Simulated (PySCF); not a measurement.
# C3H8F2Si: electronic excitations and core binding energies

What electronic excitations and core binding energies should C3H8F2Si (`CC[C@@H](F)[SiH2]F`) show?

Computed with PySCF 2.14.0, with density-fitted response routines of our own, on a single molecule in the gas phase. Atoms count from 0, in the outputs and in this text.

## Step 1: The starting structure

14 atoms, charge 0, multiplicity 1; geometry from: GFN2-xTB.

Bonds of the start (Å): C0–C1 1.52, C1–C2 1.53, C2–F3 1.40, C2–Si4 1.92, Si4–F5 1.61, C0–H6 1.09, C0–H7 1.09, C0–H8 1.09, C1–H9 1.09, C1–H10 1.09, C2–H11 1.10, Si4–H12 1.45, Si4–H13 1.45.

## Step 2: Ultraviolet spectrum: PBE0/def2-SVPD

What the job is given:

```
{"job": {"kind": "uv", "xc": "PBE0", "basis": "def2-SVPD", "nstates": 8, "ntriplets": 3}, "charge": 0, "multiplicity": 1}
C     -2.056388    -0.141776     0.032771
C     -0.682917    -0.083733    -0.626670
C      0.445622    -0.040193     0.399703
F      0.448603    -1.237366     1.118423
Si     2.187648     0.204632    -0.365082
F      2.114621     1.632947    -1.110701
H     -2.836012    -0.213423    -0.721535
H     -2.122833    -1.010636     0.683695
H     -2.233115     0.750935     0.629469
H     -0.545584    -0.962372    -1.260293
H     -0.603942     0.805831    -1.254527
H      0.224348     0.730853     1.150151
H      3.206105     0.334069     0.661414
H      2.453165    -0.770240    -1.408765
```

Level: TDDFT PBE0/def2-SVPD, vertical, gas phase, core orbitals frozen in the response.

Run with:

```sh
$ OMP_NUM_THREADS=1 python probes_run.py task.json out
```

This one command runs all jobs of the session in turn.

The log of the run:

```text
coarse grid: 12016 points
cycle   1  E = -607.4377880068  dE =  3.199e-01  |g| = 6.392e-01  |ddm| = 4.545e+00
cycle   2  E = -607.3554836401  dE =  8.230e-02  |g| = 9.654e-01  |ddm| = 1.576e+00
cycle   3  E = -607.5136561425  dE = -1.582e-01  |g| = 6.701e-02  |ddm| = 8.680e-01
cycle   4  E = -607.5144141852  dE = -7.580e-04  |g| = 3.053e-02  |ddm| = 1.158e-01
cycle   5  E = -607.5146382331  dE = -2.240e-04  |g| = 4.229e-03  |ddm| = 3.933e-02
cycle   6  E = -607.5146418865  dE = -3.653e-06  |g| = 9.705e-04  |ddm| = 8.399e-03
final grid: 111736 points
cycle   7  E = -607.5932836282  dE = -3.402e-05  |g| = 7.044e-03  |ddm| = 9.040e-02
cycle   8  E = -607.5932764812  dE =  7.147e-06  |g| = 9.146e-03  |ddm| = 1.834e-02
cycle   9  E = -607.5932958701  dE = -1.939e-05  |g| = 9.130e-04  |ddm| = 9.475e-03
cycle  10  E = -607.5932960080  dE = -1.379e-07  |g| = 2.300e-04  |ddm| = 1.046e-03
cycle  11  E = -607.5932960178  dE = -9.822e-09  |g| = 3.671e-05  |ddm| = 2.854e-04
cycle  12  E = -607.5932960181  dE = -2.937e-10  |g| = 1.322e-05  |ddm| = 9.116e-05
converged SCF energy = -607.5932960181

Static polarisability (au): isotropic 63.535, principal 56.432 58.887 75.286

Singlet excitations
state   eV       nm        f      main configurations
  1   6.8008    182.3   0.02462   H->L 0.98
  2   7.8901    157.1   0.00403   H-1->L 0.92
  3   7.9214    156.5   0.02381   H->L+1 0.96
  4   8.2824    149.7   0.00371   H-2->L 0.61, H-3->L 0.30
  5   8.5330    145.3   0.00290   H->L+2 0.93
  6   8.7386    141.9   0.18937   H->L+3 0.92
  7   8.8273    140.5   0.00730   H-3->L 0.62, H-2->L 0.32
  8   8.8580    140.0   0.01699   H->L+4 0.92

Triplet excitations (Tamm-Dancoff, eV): 6.2973 7.4676 7.5985
```

Wall time 28 s (1 thread of Arm Neoverse V1, shared host); peak memory 0.72 GiB.

Frontier orbitals and where they lie:

```tsv
orbital	eV	atoms
HOMO−3	-10.06	C0 17 %, C1 16 %, Si4 12 %
HOMO−2	-9.97	Si4 17 %, C0 13 %, C1 12 %
HOMO−1	-9.48	F3 22 %, C2 19 %, C1 18 %
HOMO	-8.45	C2 28 %, F3 20 %, Si4 18 %
LUMO	-0.21	Si4 38 %, H13 12 %, H12 12 %
LUMO+1	0.67	Si4 27 %, C1 10 %, C0 9 %
LUMO+2	1.14	Si4 24 %, C0 18 %, H12 9 %
```

With each of the 8 states as a Gaussian band of 0.4 eV half-width at 1/e, the curve within the window shown has maxima at 182 nm (ε 1,000), 141 nm (ε 8,700) L/(mol cm). Beyond the last state computed it falls off for lack of states. The curve at chosen wavelengths:

nm, ε (L/mol/cm) and a bar:
```
      135       3107 ###########
      138       6610 ########################
      140       8339 ##############################
      143       8252 ##############################
      145       6660 ########################
      148       3863 ##############
      150       2564 #########
      153       1647 ######
      155       1419 #####
      158       1165 ####
      161        832 ###
      163        605 ##
      166        365 #
      168        305 #
      171        370 #
      173        492 #
      176        728 ##
      179        925 ###
      181        990 ###
      184        961 ###
      186        868 ###
      189        666 ##
      191        520 #
      194        327 #
      196        226 
      199        120
```

Ground-state properties from the same run:

```tsv
property	computed
dipole moment (D)	0.52
polarisability (Å³)	9.41
HOMO–LUMO gap (eV)	8.24
−ε(HOMO) (eV)	8.45
```

## Step 3: Core-electron binding energies: SCAN, X2C

Same as in step 2 but for these lines:

```diff
@@ -1,2 +1,2 @@
-{"job": {"kind": "uv", "xc": "PBE0", "basis": "def2-SVPD", "nstates": 8, "ntriplets": 3}, "charge": 0, "multiplicity": 1}
+{"job": {"kind": "xps"}, "charge": 0, "multiplicity": 1}
 C     -2.056388    -0.141776     0.032771
```

With the program's defaults for keys left out, this is: delta-SCF UKS SCAN, pcX-2 on the ionised atom, pcseg-1 elsewhere, spin-free X2C.

The log of the run:

```text
ground state, core basis on atom 0 (C), 159 functions
  cycle   1  E = -608.86378769  |g| = 7.01e-01
  cycle   2  E = -608.70898057  |g| = 1.19e+00
  cycle   3  E = -608.95586089  |g| = 1.18e-01
  cycle   4  E = -608.95827408  |g| = 4.83e-02
  cycle   5  E = -608.95880159  |g| = 6.44e-03
  cycle   6  E = -608.95881161  |g| = 1.75e-03
  cycle   7  E = -608.95881049  |g| = 1.34e-03
  cycle   8  E = -608.95881043  |g| = 1.99e-04
  E(ground) = -608.98830510 Eh
hole in C 1s of atom 0
  cycle   1  E = -597.72105151  |g| = 1.50e+00
  cycle   2  E = -597.18619961  |g| = 1.73e+00
  cycle   3  E = -598.24030847  |g| = 3.06e-01
  cycle   4  E = -598.27333003  |g| = 9.46e-02
  cycle   5  E = -598.27625012  |g| = 4.65e-02
  cycle   6  E = -598.27697929  |g| = 1.45e-02
  cycle   7  E = -598.27704101  |g| = 7.55e-03
  cycle   8  E = -598.27706558  |g| = 1.56e-03
  cycle   9  E = -598.27706688  |g| = 7.72e-04
  cycle  10  E = -598.27706762  |g| = 5.79e-04
  cycle  11  E = -598.27706826  |g| = 1.39e-04
  E(ion) = -598.30556174 Eh   <S^2> = 0.7674   hole on atom = 1.000   binding energy = 290.692 eV
ground state, core basis on atom 1 (C), 159 functions
  cycle   1  E = -608.95976726  |g| = 5.90e-02
  cycle   2  E = -608.95971412  |g| = 2.57e-02
  cycle   3  E = -608.95977275  |g| = 2.04e-02
  cycle   4  E = -608.95987415  |g| = 2.24e-03
  cycle   5  E = -608.95987503  |g| = 5.13e-04
  cycle   6  E = -608.95987609  |g| = 4.16e-05
  E(ground) = -608.98954905 Eh
hole in C 1s of atom 1
  cycle   1  E = -597.70361284  |g| = 1.51e+00
  cycle   2  E = -596.97495527  |g| = 1.88e+00
  cycle   3  E = -598.21141341  |g| = 3.86e-01
  cycle   4  E = -598.24436817  |g| = 2.69e-01
  cycle   5  E = -598.26693996  |g| = 5.48e-02
  cycle   6  E = -598.26791403  |g| = 1.12e-02
  cycle   7  E = -598.26796352  |g| = 7.11e-03
  cycle   8  E = -598.26798944  |g| = 2.38e-03
  cycle   9  E = -598.26799169  |g| = 1.49e-03
  cycle  10  E = -598.26799216  |g| = 6.51e-04
  cycle  11  E = -598.26799262  |g| = 1.13e-04
  E(ion) = -598.29637227 Eh   <S^2> = 0.7688   hole on atom = 1.000   binding energy = 290.976 eV
ground state, core basis on atom 2 (C), 159 functions
  cycle   1  E = -608.96478991  |g| = 5.88e-02
  cycle   2  E = -608.96476455  |g| = 2.27e-02
  cycle   3  E = -608.96476951  |g| = 2.29e-02
  cycle   4  E = -608.96487390  |g| = 4.12e-03
  cycle   5  E = -608.96488011  |g| = 7.45e-04
  cycle   6  E = -608.96488001  |g| = 1.07e-04
  E(ground) = -608.99340364 Eh
hole in C 1s of atom 2
  cycle   1  E = -597.64761372  |g| = 1.51e+00
  cycle   2  E = -594.68188787  |g| = 2.67e+00
  cycle   3  E = -597.91994171  |g| = 8.66e-01
  cycle   4  E = -598.12947050  |g| = 4.95e-01
  cycle   5  E = -598.20963261  |g| = 1.30e-01
  cycle   6  E = -598.21446250  |g| = 5.21e-02
  cycle   7  E = -598.21533037  |g| = 1.55e-02
  cycle   8  E = -598.21541827  |g| = 4.85e-03
  cycle   9  E = -598.21543269  |g| = 2.26e-03
  cycle  10  E = -598.21543703  |g| = 1.14e-03
  cycle  11  E = -598.21543744  |g| = 3.52e-04
  E(ion) = -598.24454248 Eh   <S^2> = 0.7732   hole on atom = 1.000   binding energy = 292.491 eV
ground state, core basis on atom 3 (F), 159 functions
  cycle   1  E = -609.00442661  |g| = 1.17e-01
  cycle   2  E = -609.00406493  |g| = 6.17e-02
  cycle   3  E = -609.00397267  |g| = 6.74e-02
  cycle   4  E = -609.00459556  |g| = 4.35e-03
  cycle   5  E = -609.00459863  |g| = 3.62e-04
  E(ground) = -609.03563341 Eh
hole in F 1s of atom 3
  cycle   1  E = -582.66256374  |g| = 2.58e+00
  cycle   2  E = -582.46165569  |g| = 2.21e+00
  cycle   3  E = -583.48506974  |g| = 4.40e-01
  cycle   4  E = -583.51306475  |g| = 3.37e-01
  cycle   5  E = -583.55754637  |g| = 7.17e-02
  cycle   6  E = -583.55886648  |g| = 3.02e-02
  cycle   7  E = -583.55924826  |g| = 5.17e-03
  cycle   8  E = -583.55926047  |g| = 1.27e-03
  cycle   9  E = -583.55926127  |g| = 5.37e-04
  cycle  10  E = -583.55926136  |g| = 1.90e-04
  E(ion) = -583.59634906 Eh   <S^2> = 0.7573   hole on atom = 1.000   binding energy = 692.238 eV
ground state, core basis on atom 4 (Si), 170 functions
  cycle   1  E = -609.06160119  |g| = 2.94e-01
  cycle   2  E = -609.06088018  |g| = 9.87e-02
  cycle   3  E = -609.05968951  |g| = 1.27e-01
  cycle   4  E = -609.06226438  |g| = 1.47e-02
  cycle   5  E = -609.06229376  |g| = 2.16e-03
  cycle   6  E = -609.06229322  |g| = 4.10e-04
  E(ground) = -609.04960296 Eh
hole in Si 1s of atom 4
  cycle   1  E = -540.10120106  |g| = 4.35e+00
  cycle   2  E = -538.38486085  |g| = 2.53e+00
  cycle   3  E = -536.78069306  |g| = 2.05e+00
  cycle   4  E = -541.06757266  |g| = 4.22e-01
  cycle   5  E = -541.07842544  |g| = 4.37e-01
  cycle   6  E = -541.14104349  |g| = 1.10e-01
  cycle   7  E = -541.14597208  |g| = 2.38e-02
  cycle   8  E = -541.14622446  |g| = 8.58e-03
  cycle   9  E = -541.14625214  |g| = 4.84e-03
  cycle  10  E = -541.14626152  |g| = 9.15e-04
  cycle  11  E = -541.14626237  |g| = 5.73e-04
  cycle  12  E = -541.14626242  |g| = 9.34e-05
  E(ion) = -541.14231393 Eh   <S^2> = 0.7522   hole on atom = 1.000   binding energy = 1847.851 eV
hole in Si 2p of atom 4
  cycle   1  E = -604.76003355  |g| = 1.23e+00
  cycle   2  E = -604.04262438  |g| = 1.38e+00
  cycle   3  E = -604.93348347  |g| = 4.79e-01
  cycle   4  E = -605.06338701  |g| = 1.21e-01
  cycle   5  E = -605.06912556  |g| = 6.90e-02
  cycle   6  E = -605.07039044  |g| = 3.30e-02
  cycle   7  E = -605.07078173  |g| = 8.37e-03
  cycle   8  E = -605.07081314  |g| = 1.99e-03
  cycle   9  E = -605.07081439  |g| = 1.05e-03
  cycle  10  E = -605.07081488  |g| = 4.22e-04
  E(ion) = -605.06988810 Eh   <S^2> = 0.7514   hole on atom = 1.002   binding energy = 108.294 eV
  2p3/2 = 108.014 eV   2p1/2 = 108.642 eV
ground state, core basis on atom 5 (F), 159 functions
  cycle   1  E = -609.00415563  |g| = 1.23e-01
  cycle   2  E = -609.00369367  |g| = 7.92e-02
  cycle   3  E = -609.00396856  |g| = 6.68e-02
  cycle   4  E = -609.00454281  |g| = 5.50e-03
  cycle   5  E = -609.00455251  |g| = 7.10e-04
  cycle   6  E = -609.00455325  |g| = 2.01e-04
  E(ground) = -609.03732097 Eh
hole in F 1s of atom 5
  cycle   1  E = -582.66183502  |g| = 2.58e+00
  cycle   2  E = -582.62941067  |g| = 2.11e+00
  cycle   3  E = -583.50529811  |g| = 3.78e-01
  cycle   4  E = -583.50313168  |g| = 3.72e-01
  cycle   5  E = -583.55113864  |g| = 4.52e-02
  cycle   6  E = -583.55155339  |g| = 2.59e-02
  cycle   7  E = -583.55189724  |g| = 3.81e-03
  cycle   8  E = -583.55190323  |g| = 1.00e-03
  cycle   9  E = -583.55190367  |g| = 3.67e-04
  E(ion) = -583.59131440 Eh   <S^2> = 0.7565   hole on atom = 1.000   binding energy = 692.421 eV
```

It took 55 s on 1 thread of Arm Neoverse V1, shared host; peak memory 0.61 GiB.

The holes in one table. −ε is the ground-state orbital energy:

```tsv
hole	stands for	environment	ΔSCF (eV; 2p as the shell's mean)	−ε (eV)	⟨S²⟩
C1s on C0	C0	methyl carbon	290.69	273.4	0.767
C1s on C1	C1	sp3 CH2	290.98	273.9	0.769
C1s on C2	C2	sp3 CH bonded to F and Si	292.49	275.6	0.773
F1s on F3	F3	fluorine on an sp3 carbon	692.24	666.4	0.757
Si1s on Si4	Si4	silicon bonded to C, F, 2 H	1847.85	1794.3	0.752
Si2p on Si4	Si4	silicon bonded to C, F, 2 H	108.22	97.1	0.751
F1s on F5	F5	fluorine bonded to Si	692.42	666.4	0.756
```

With the spin-orbit splitting: Si4 2p3/2 108.01, 2p1/2 108.64 eV. The table gives each 2p level as the mean over the whole 2p shell (two parts 2p3/2, one part 2p1/2), which differs a little from the single hole in the log.

## Step 4: What came out

| quantity | value |
| --- | --- |
| lowest singlet (PBE0/def2-SVPD) | 6.80 eV (182 nm), f = 0.025 |
| brightest single state of those computed | state 6, 8.74 eV, f = 0.189 |
| lowest triplet | 6.30 eV |
| C1s binding energies, SCAN/pcX-2 | C2 292.49, C1 290.98, C0 290.69 eV |
| F1s binding energies, SCAN/pcX-2 | F5 692.42, F3 692.24 eV |
| Si1s binding energies, SCAN/pcX-2 | Si4 1847.85 eV |
| Si2p binding energies, SCAN/pcX-2 | Si4 108.22 eV |

What this shows: The lowest singlet, at 6.80 eV, is HOMO→LUMO 0.98 and is weak; of the 8 states computed, the strongest absorption comes from state 6 at 8.74 eV. The lowest triplet lies 0.50 eV below the lowest singlet (triplets in Tamm-Dancoff, singlets in full TDDFT). States above −ε(HOMO) lie where TDDFT describes them poorly and they hang on the basis; the brightest is among them. C2 (sp3 CH bonded to F and Si) binds its C1s electron 1.80 eV more tightly than C0 (methyl carbon). F5 (fluorine bonded to Si) binds its F1s electron 0.18 eV more tightly than F3 (fluorine on an sp3 carbon).
